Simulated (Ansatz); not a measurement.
# HRu: the cost of one run

The runs use Ansatz 0.2.0, Gaussian basis; def2-TZVPP, all electrons in the functionals, frozen cores in the correlation of double hybrids and RPA.

The runs, in order: RPA-PBE, at charge 0, sextet; charge 0, quartet; charge 0, octet; charge 1, quintet; charge 1, septet.

5 further runs of the same task are left out: 5 set aside as unsound or not needed.

## (1) The geometry

The geometry is a PBE0/def2-TZVP stationary point (not a proven minimum). No spin-orbit coupling is included. Elements past krypton take def2 core potentials.

2 atoms, charge 0, spin multiplicity 6.

Atoms are counted from 1 here; the program's logs count them from 0.

Bond lengths: Ru1–H2 1.753 Å.

No dispersion term is added.

The geometry shown and the zero of energy belong to the point charge 0, sextet. The yardstick, UCCSD(T), and other wave-function levels (R restricted, U unrestricted, valence and pair active spaces) come from earlier runs.

## (2) RPA-PBE, charge 0, sextet

File in.yaml:

```yaml
crystal:
  periodic: [false, false, false]
  atoms:
    - {symbol: Ru, position_ang: [0.000000, 0.000000, 0.000000]}
    - {symbol: H, position_ang: [0.000000, 0.000000, 1.753200]}
basis:
  gaussian: {orbitals: def2-TZVPP}
magnetization: {spin_polarized: true, initial_magnetization: 5}
hamiltonian: {xc: {name: PBE}}
correlation: {method: rpa, electrons: outside_noble_gas}
```

Command:

```
$ ansatz run in.yaml --threads 1 --pin off --events-out ev --progress --plain --max-ram 4096MiB --backend cpu
```

**Question.** How long does this run take on 1 thread of AMD EPYC 7R13, shared host?

About 10 s.
